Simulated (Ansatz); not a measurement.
Task: a formation energy from the elements of Pt3Rh and its elements, with Ansatz 0.2.0, Python API. Give the script and its output. Use (first run): PBEsol, norm-conserving potentials, the default cutoff (1197 eV here), Gaussian smearing of 0.05 eV.

`formation.py`:
```python
"""Is Pt3Rh bound against its elements, after relaxing cells and atoms."""

from collections import Counter
import warnings

import ansatz as az
import numpy as np

PHASES = {
    "Pt3Rh": (
        [(3.90986899, 0.0, 0.0), (0.0, 3.90986899, 0.0), (0.0, 0.0, 3.90986899)],
        [
            ("Rh", (0.5, 0.5, 0.5)),
            ("Pt", (0.5, 0.0, 0.0)),
            ("Pt", (0.0, 0.5, 0.0)),
            ("Pt", (0.0, 0.0, 0.5)),
        ],
    ),
    "Rh": (
        [(0.0, 1.89785, 1.89785), (1.89785, 0.0, 1.89785), (1.89785, 1.89785, 0.0)],
        [
            ("Rh", (0.0, 0.0, 0.0)),
        ],
    ),
    "Pt": (
        [(0.0, 1.9609, 1.9609), (1.9609, 0.0, 1.9609), (1.9609, 1.9609, 0.0)],
        [
            ("Pt", (0.0, 0.0, 0.0)),
        ],
    ),
}


def build(vectors, sites):
    crystal = az.Crystal(lattice=az.Lattice.of(vectors))
    for symbol, position in sites:
        crystal = crystal.atom(symbol, position)
    return crystal


def ground_state(name, crystal):
    calc = crystal.calculation()
    calc = calc.scf(max_iterations=200)
    calc = calc.pseudopotentials("nc").functional("pbesol")
    calc = calc.mixing("anderson", beta=0.5)
    calc = calc.kpoints(spacing=0.26)
    calc = calc.occupations("gaussian", width=0.05).stress()
    calc = calc.relax(force_tolerance=0.03, max_steps=60, cell=True)
    return calc.run(threads=1, pin="off")


def counts(outcome):
    return Counter(site.symbol for site in outcome.lattice.sites)

def formation_energy(outcome, mu):
    n = counts(outcome)
    return (outcome.report["energy_sigma0_ev"] - sum(k * mu[element] for element, k in n.items())) / sum(n.values())


def volume_per_atom(outcome):
    return abs(np.linalg.det(outcome.lattice.cell_ang)) / len(outcome.lattice.sites)

warnings.simplefilter("ignore", az.DeckWarning)

phases = {name: build(*cell) for name, cell in PHASES.items()}

done = {name: ground_state(name, crystal) for name, crystal in phases.items()}

# chemical potentials of the elements at zero temperature
references = {"Rh": "Rh", "Pt": "Pt"}
mu = {element: done[name].report["energy_sigma0_ev"] / len(done[name].lattice.sites) for element, name in references.items()}

target = done["Pt3Rh"]
heat = formation_energy(target, mu)
n = counts(target)
print("cell content:", dict(n), " volume", round(volume_per_atom(target), 3), "A^3/atom")
print("formation energy", round(heat, 4), "eV/atom,", round(heat * sum(n.values()), 4), "eV per cell")
print("bound against the elements" if heat < 0 else "unbound against the elements")
```

```console
$ python formation.py
cell content: {<Element.RH: 'Rh'>: 1, <Element.PT: 'Pt'>: 3}  volume 14.616 A^3/atom
formation energy -0.0094 eV/atom, -0.0376 eV per cell
bound against the elements
```

Reading the output:
- The settings weren't tested for convergence.
- Spin-orbit coupling, which matters for elements this heavy, is left out.
- The cells come from databases of deposited and of computed structures, and not all need be stable phases.
- The compound is the structure given, not necessarily its lowest; energies are at zero temperature, with no correction for gases. A semilocal functional's error on such energies is often 0.05 to 0.1 eV an atom, and 0.1 to 0.3 eV against gases such as O2 or F2.
- Wall time of the script: 40 s on 1 thread of Intel(R) Xeon(R) 6975P-C (Granite Rapids), with other jobs on the host, peak memory 0.56 GiB.
